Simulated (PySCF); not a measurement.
# C₈H₁₆: excited states, first hyperpolarisability

Wanted: excited states, first hyperpolarisability for C₈H₁₆ (`C=C(C)C(C)(C)CC`).

Computed with PySCF 2.14.0 and routines of our own; the level stands in each step. Atoms count from 0.

## 1. The system as given

24 atoms, charge 0, multiplicity 1; geometry from: GFN2-xTB.

## 2. Optimising the geometry at PBE0-D3(BJ)/def2-SVP

The job: settings as JSON, then the geometry in Å.

```
{"job": {"xc": "PBE0", "basis": "def2-SVP", "d3": "d3bj", "grid": 2, "kind": "geom"}, "charge": 0, "multiplicity": 1}
C     -1.582604     0.365443     1.490248
C     -1.074465     0.235609     0.274146
C     -1.774167     0.878635    -0.891340
C      0.186521    -0.557160    -0.033856
C     -0.169077    -1.718059    -0.977473
C      0.810771    -1.165903     1.225891
C      1.230112     0.338796    -0.732998
C      1.610136     1.582347     0.062929
H     -2.486803     0.928945     1.655145
H     -1.146629    -0.068137     2.370973
H     -2.087856     0.130523    -1.616946
H     -1.124773     1.588169    -1.400371
H     -2.658033     1.412475    -0.550309
H     -0.469969    -1.358567    -1.957770
H     -0.981289    -2.309121    -0.559486
H      0.694561    -2.366203    -1.109885
H      1.038895    -0.403457     1.964322
H      1.736271    -1.675927     0.965279
H      0.137325    -1.893007     1.672858
H      2.127890    -0.256743    -0.915215
H      0.845836     0.643638    -1.707998
H      2.121551     1.315593     0.983772
H      2.278096     2.210264    -0.523449
H      0.725965     2.161611     0.319089
```

Launch:

```sh
> OMP_NUM_THREADS=1 python excited_run.py task.json out
```

This one command runs all jobs of the session in turn.

Log:

```text
step   0  E = -313.87523592  max force = 0.014947
step   1  E = -313.87786683  max force = 0.002073
step   2  E = -313.87790078  max force = 0.000336
step   3  E = -313.87791034  max force = 0.000471
step   4  E = -313.87792477  max force = 0.000819
step   5  E = -313.87793771  max force = 0.000784
step   6  E = -313.87794871  max force = 0.000309
optimisation converged
```

Run time: 4.1 min. Hardware: 1 thread of Intel Xeon Platinum 8375C at 2.90GHz, shared host; peak memory 0.86 GiB.

Along the way:

```csv
step,energy from step 0 (eV),largest force component (eV/Å)
0,0.0000,0.7686
1,-0.0716,0.1066
2,-0.0725,0.0173
3,-0.0728,0.0242
4,-0.0732,0.0421
5,-0.0735,0.0403
6,-0.0738,0.0159
```

Distances of close pairs at the start and the end, largest changes first:

```csv
bond,before (Å),after (Å),change (Å)
C0–H9,1.074,1.091,+0.017
C0–H8,1.078,1.094,+0.016
C0–C1,1.324,1.339,+0.015
C2–H11,1.088,1.102,+0.014
C5–H16,1.086,1.100,+0.014
C7–H21,1.087,1.101,+0.014
C7–H23,1.088,1.101,+0.014
C4–H15,1.088,1.102,+0.014
```

The end geometry stands in the next job.

```csv
at the end point,value
point group (found at 0.08 Å tolerance),C1
"rotational constants (GHz, main isotopes)","2.092, 1.758, 1.579"
dipole moment (D),0.50
```

## 3. Excited states: TDA CAM-B3LYP/aug-cc-pVDZ

The job: settings as JSON, then the geometry in Å.

```
{"job": {"kind": "states", "xc": "CAM-B3LYP", "basis": "aug-cc-pVDZ", "tda": true, "soc": true, "nstates": 6, "ntriplets": 5, "nquad": 4}, "charge": 0, "multiplicity": 1}
C     -1.638020     0.317613     1.530868
C     -1.108102     0.205132     0.306090
C     -1.773430     0.882614    -0.860357
C      0.164795    -0.590238     0.016896
C     -0.169501    -1.749676    -0.934997
C      0.770943    -1.190109     1.286058
C      1.208706     0.316328    -0.675289
C      1.611644     1.561615     0.097450
H     -2.556724     0.890153     1.687109
H     -1.194148    -0.145286     2.413578
H     -2.037867     0.167185    -1.655346
H     -1.115069     1.637089    -1.321441
H     -2.694813     1.391107    -0.545123
H     -0.546880    -1.393383    -1.905091
H     -0.930069    -2.412613    -0.494274
H      0.732880    -2.349452    -1.134182
H      1.023818    -0.422377     2.031728
H      1.694500    -1.735721     1.037010
H      0.079606    -1.903647     1.759666
H      2.101654    -0.300415    -0.880022
H      0.822128     0.609642    -1.666096
H      2.090311     1.312731     1.056799
H      2.328645     2.166441    -0.478412
H      0.740005     2.196138     0.323086
```

With the program's defaults for keys left out, this is: TDA CAM-B3LYP/aug-cc-pVDZ excited states, vertical, gas phase, spin-orbit mean-field couplings.

Log:

```text
coarse grid: 18608 points
cycle   1  E = -314.2285320652  dE =  8.323e-01  |g| = 3.837e-01  |ddm| = 3.051e+01
cycle   2  E = -314.2472279767  dE = -1.870e-02  |g| = 3.037e-01  |ddm| = 3.800e+00
cycle   3  E = -314.2712455791  dE = -2.402e-02  |g| = 2.756e-02  |ddm| = 1.651e+00
cycle   4  E = -314.2714499986  dE = -2.044e-04  |g| = 1.366e-02  |ddm| = 3.079e-01
cycle   5  E = -314.2714960087  dE = -4.601e-05  |g| = 1.888e-03  |ddm| = 6.991e-02
cycle   6  E = -314.2714969709  dE = -9.623e-07  |g| = 3.832e-04  |ddm| = 1.341e-02
final grid: 175616 points
cycle   7  E = -314.2997999479  dE = -4.778e-05  |g| = 4.592e-03  |ddm| = 6.081e-01
cycle   8  E = -314.2998015929  dE = -1.645e-06  |g| = 3.974e-03  |ddm| = 7.887e-02
cycle   9  E = -314.2998057165  dE = -4.124e-06  |g| = 3.563e-04  |ddm| = 1.798e-02
cycle  10  E = -314.2998057353  dE = -1.871e-08  |g| = 2.796e-04  |ddm| = 3.154e-03
cycle  11  E = -314.2998057542  dE = -1.896e-08  |g| = 3.677e-05  |ddm| = 1.597e-03
cycle  12  E = -314.2998057546  dE = -3.465e-10  |g| = 1.568e-05  |ddm| = 2.705e-04
converged SCF energy = -314.2998057546

Singlet excitations
state   eV       nm        f     d(h-e)  d(exc)  Lambda  PR(NTO)  |dmu|/D   mu/D   main configurations
  1   6.3579   195.0   0.01731   0.862   4.322   0.196   1.007    5.097    5.508   H->L 0.67, H->L+1 0.18
  2   6.8539   180.9   0.17747   0.257   4.178   0.295   1.041    2.042    2.474   H->L+2 0.46, H->L+4 0.30
  3   6.9363   178.7   0.01041   0.133   4.883   0.175   1.007    2.095    2.611   H->L+3 0.56, H->L+2 0.19, H->L+1 0.11
  4   6.9796   177.6   0.01318   1.062   5.166   0.203   1.016    2.782    2.298   H->L+1 0.42, H->L 0.23, H->L+5 0.09
  5   7.4130   167.3   0.15628   2.119   5.230   0.353   1.044                     H->L+4 0.44, H->L+2 0.25, H->L+3 0.10
  6   7.5047   165.2   0.00674   1.930   5.433   0.170   1.023                     H->L+5 0.35, H->L+6 0.32, H->L+1 0.17

Triplet excitations (Tamm-Dancoff)
state   eV     d(h-e)  d(exc)  Lambda  PR(NTO)   main configurations
  1   4.3151   0.045   2.202   0.433   1.006   H->L+4 0.38, H->L+9 0.29
  2   6.2854   0.855   4.217   0.198   1.008   H->L 0.64, H->L+1 0.18
  3   6.9100   0.474   4.881   0.183   1.014   H->L+3 0.54, H->L+2 0.26
  4   6.9437   0.895   5.046   0.180   1.017   H->L+1 0.55, H->L 0.17, H->L+5 0.09
  5   7.0793   1.259   5.079   0.220   1.014   H->L+2 0.55, H->L+3 0.21
S1 - T1 = 2.0428 eV

Spin-orbit couplings |<S|Hso|T>| (cm-1)
             T1       T2       T3       T4       T5
S0        0.201    1.159    0.957    1.935    0.787
S1        1.644    0.017    0.283    0.777    0.959
S2        0.758    0.664    0.930    0.732    0.411
S3        2.769    0.430    0.334    0.911    1.282
S4        1.622    0.537    0.892    0.598    1.190
S5        0.574    1.647    2.437    1.542    0.889
S6        0.567    0.574    3.187    0.302    1.041
T1 sublevels (cm-1): 0.000 0.000 0.000   radiative rates (1/s): 0.127 0.000621 0.0722
```

Run time: 2.7 min. Hardware: 1 thread of Intel Xeon Platinum 8375C at 2.90GHz, shared host; peak memory 1.5 GiB.

Key values:

```csv
quantity,value
S1 less T1,2.04 eV
```

Orbitals, density, ELF and potential are computed afterwards from the orbital file.

Frontier orbitals at CAM-B3LYP/aug-cc-pVDZ, with the share of their density that lies nearest to each atom:

```csv
orbital,energy (eV),lies on
HOMO,-8.33,C0 39 %; C1 30 %
LUMO,0.33,H22 9 %; 7 H atoms about 7 % each
```

ELF in a plane through or near 5 of the atoms.

Ten even steps from ' ' (0.00) to '@' (1.00):
```
                                                        
                                                        
                                                        
              ::****--                                  
            ==%%@@@@##..          --::                  
            --##%%%%==..      ::%%@@@@==                
              ..::::......    ++@@@@@@++....::          
                  ::==**##++  ==@@@@@@++++****--        
            ==##%%%%::--####..  --**--==**++++::        
          --@@@@@@@@##==**==    ..++%%@@**--..          
          ::%%@@@@@@**====--::    ::##%%##--            
              ..::    ::++%%##::      ::::..            
                    --++**::::++--                      
                  ::%%@@%%==%%@@@@**                    
                  ::##%%****@@@@@@@@==                  
                    ::::..==@@@@@@@@--                  
                          ..==##**::                    
                                                        
                                                        
                                                        
```
The map spans 11.0 Å across and 10.4 Å up, centred on the molecule. Atoms in the plane (x, y in Å): C4 (0.0, -1.6), C6 (-1.1, 0.6), H11 (1.4, 1.7), H14 (0.6, -2.4), H19 (-2.1, 0.2).

log10 of the density (e/Å³) in the same plane.

Ten even steps from '0' (-4.0) to '9' (0.5):
```
0000000000000000000000000000
0000000011100000000000000000
0000001222221100000000000000
0000013344433221122110000000
0000124566654333344332100000
0000134567665445666544321000
0000134566766556788765432100
0000134567888766899877543200
0000235678999866789987643200
0000245789998876789987542100
0000235678888876678876432100
0000124556678887666554321000
0000023345688998764432200000
0000012345788999864321000000
0000012245677899864310000000
0000001234555677654210000000
0000000012334444432100000000
0000000000112222211000000000
0000000000000011000000000000
0000000000000000000000000000
```
The map spans 11.0 Å across and 10.4 Å up, centred on the molecule. Atoms in the plane (x, y in Å): C4 (0.0, -1.6), C6 (-1.1, 0.6), H11 (1.4, 1.7), H14 (0.6, -2.4), H19 (-2.1, 0.2).

On the surface of density 0.002 e/bohr³ the electrostatic potential runs, from the 1st to the 99th percentile, from -0.66 V near C0 to 0.64 V near H10.

## 4. Excited states: TDDFT CAM-B3LYP/aug-cc-pVDZ

The job, as its differences from that of step 3:

```diff
@@ -1,2 +1,2 @@
-{"job": {"kind": "states", "xc": "CAM-B3LYP", "basis": "aug-cc-pVDZ", "tda": true, "soc": true, "nstates": 6, "ntriplets": 5, "nquad": 4}, "charge": 0, "multiplicity": 1}
+{"job": {"kind": "states", "xc": "CAM-B3LYP", "basis": "aug-cc-pVDZ", "tpa": true, "nstates": 8, "nquad": 6, "ntriplets": 0}, "charge": 0, "multiplicity": 1}
 C     -1.638020     0.317613     1.530868
```

Method: TDDFT CAM-B3LYP/aug-cc-pVDZ excited states, vertical, gas phase, two-photon moments by quadratic response.

Log:

```text
coarse grid: 18608 points
cycle   1  E = -314.2285320652  dE =  8.323e-01  |g| = 3.837e-01  |ddm| = 3.051e+01
cycle   2  E = -314.2472279767  dE = -1.870e-02  |g| = 3.037e-01  |ddm| = 3.800e+00
cycle   3  E = -314.2712455791  dE = -2.402e-02  |g| = 2.756e-02  |ddm| = 1.651e+00
cycle   4  E = -314.2714499986  dE = -2.044e-04  |g| = 1.366e-02  |ddm| = 3.079e-01
cycle   5  E = -314.2714960087  dE = -4.601e-05  |g| = 1.888e-03  |ddm| = 6.991e-02
cycle   6  E = -314.2714969709  dE = -9.623e-07  |g| = 3.832e-04  |ddm| = 1.341e-02
final grid: 175616 points
cycle   7  E = -314.2997999479  dE = -4.778e-05  |g| = 4.592e-03  |ddm| = 6.081e-01
cycle   8  E = -314.2998015929  dE = -1.645e-06  |g| = 3.974e-03  |ddm| = 7.887e-02
cycle   9  E = -314.2998057165  dE = -4.124e-06  |g| = 3.563e-04  |ddm| = 1.798e-02
cycle  10  E = -314.2998057353  dE = -1.871e-08  |g| = 2.796e-04  |ddm| = 3.154e-03
cycle  11  E = -314.2998057542  dE = -1.896e-08  |g| = 3.677e-05  |ddm| = 1.597e-03
cycle  12  E = -314.2998057546  dE = -3.471e-10  |g| = 1.568e-05  |ddm| = 2.705e-04
converged SCF energy = -314.2998057546

Singlet excitations
state   eV       nm        f     d(h-e)  d(exc)  Lambda  PR(NTO)  |dmu|/D   mu/D   delta(TPA)   sigma/GM   main configurations
  1   6.3537   195.1   0.01564   0.865   4.324   0.196   1.007    5.097    5.508       84.52      1.250   H->L 0.67, H->L+1 0.18
  2   6.7000   185.1   0.22071   0.462   3.714   0.353   1.080    2.692    3.143      138.56      2.279   H->L+4 0.46, H->L+2 0.31
  3   6.9348   178.8   0.00949   0.101   4.887   0.176   1.008    2.001    2.510       12.21      0.215   H->L+3 0.55, H->L+2 0.20, H->L+1 0.10
  4   6.9738   177.8   0.00422   1.078   5.183   0.193   1.015    2.835    2.354       43.09      0.768   H->L+1 0.47, H->L 0.23, H->L+5 0.09
  5   7.3174   169.4   0.09342   2.104   5.306   0.296   1.044    7.407    6.943       45.86      0.900   H->L+2 0.38, H->L+4 0.24, H->L+3 0.14
  6   7.5021   165.3   0.00336   1.961   5.451   0.171   1.024    6.791    6.427       28.84      0.595   H->L+5 0.34, H->L+6 0.33, H->L+1 0.17
  7   7.6082   163.0   0.00740   1.234   5.245   0.168   1.020                                            H->L+7 0.57, H->L+5 0.11
  8   7.6982   161.1   0.00440   1.064   5.337   0.151   1.026                                            H->L+8 0.50, H->L+6 0.24, H->L+5 0.11
```

It took 2.7 min on 1 thread of Intel Xeon Platinum 8375C at 2.90GHz, shared host; peak memory 1.5 GiB.

## 5. First hyperpolarisability: quadratic response CAM-B3LYP/aug-cc-pVDZ

The job, as its differences from that of step 4:

```diff
@@ -1,2 +1,2 @@
-{"job": {"kind": "states", "xc": "CAM-B3LYP", "basis": "aug-cc-pVDZ", "tpa": true, "nstates": 8, "nquad": 6, "ntriplets": 0}, "charge": 0, "multiplicity": 1}
+{"job": {"kind": "beta", "xc": "CAM-B3LYP", "basis": "aug-cc-pVDZ"}, "charge": 0, "multiplicity": 1}
 C     -1.638020     0.317613     1.530868
```

Level: quadratic response CAM-B3LYP/aug-cc-pVDZ first hyperpolarisability, Taylor convention, gas phase.

Log:

```text
coarse grid: 18608 points
cycle   1  E = -314.2285320652  dE =  8.323e-01  |g| = 3.837e-01  |ddm| = 3.051e+01
cycle   2  E = -314.2472279767  dE = -1.870e-02  |g| = 3.037e-01  |ddm| = 3.800e+00
cycle   3  E = -314.2712455791  dE = -2.402e-02  |g| = 2.756e-02  |ddm| = 1.651e+00
cycle   4  E = -314.2714499986  dE = -2.044e-04  |g| = 1.366e-02  |ddm| = 3.079e-01
cycle   5  E = -314.2714960087  dE = -4.601e-05  |g| = 1.888e-03  |ddm| = 6.991e-02
cycle   6  E = -314.2714969709  dE = -9.623e-07  |g| = 3.832e-04  |ddm| = 1.341e-02
final grid: 175616 points
cycle   7  E = -314.2997999479  dE = -4.778e-05  |g| = 4.592e-03  |ddm| = 6.081e-01
cycle   8  E = -314.2998015929  dE = -1.645e-06  |g| = 3.974e-03  |ddm| = 7.887e-02
cycle   9  E = -314.2998057165  dE = -4.124e-06  |g| = 3.563e-04  |ddm| = 1.798e-02
cycle  10  E = -314.2998057353  dE = -1.871e-08  |g| = 2.796e-04  |ddm| = 3.154e-03
cycle  11  E = -314.2998057542  dE = -1.896e-08  |g| = 3.677e-05  |ddm| = 1.597e-03
cycle  12  E = -314.2998057546  dE = -3.474e-10  |g| = 1.568e-05  |ddm| = 2.705e-04
converged SCF energy = -314.2998057546

Lowest singlets (eV, f): 6.3537 0.0156  6.7000 0.2207  6.9348 0.0095

First hyperpolarisability (au)
process     nm      |vector|   parallel      HRS      DR
static         -       64.38      30.52      25.09   6.324
shg       1907.0       69.26      33.16       27.0   6.227
eope      1907.0       65.96      31.37          -       -
shg       1064.0       82.05      40.16      32.06   5.979
eope      1064.0       69.63      33.36          -       -
```

Run time: 2.4 min. Hardware: 1 thread of Intel Xeon Platinum 8375C at 2.90GHz, shared host; peak memory 1.5 GiB.

## 6. What came out

```
                                                   quantity                                             value
                                                point group                                                C1
                       rotational constants (main isotopes)                              2.09, 1.76, 1.58 GHz
             S1 less T1 (step 3, TDA CAM-B3LYP/aug-cc-pVDZ)                                           2.04 eV
                      surface potential, 1st and 99th percentile                                -0.66 V and 0.64 V
β vector (step 5, quadratic response CAM-B3LYP/aug-cc-pVDZ)  static 64, SHG 1907.0 nm 69, SHG 1064.0 nm 82 au
```

The optimisation took 6 steps and gained 0.074 eV; among the close pairs (by a distance rule), C0–H9 changed most, from 1.074 to 1.091 Å. No frequency check was run at this level, so the end point may be a saddle. In step 3, the number of triplets below S1 is 2, and the largest singlet-triplet spin-orbit coupling is S6–T3, 3.19 cm⁻¹. β grows from 64 au (static) to 82 au for doubling at 1064.0 nm: normal dispersion, which grows as twice the photon energy moves toward the bright states.
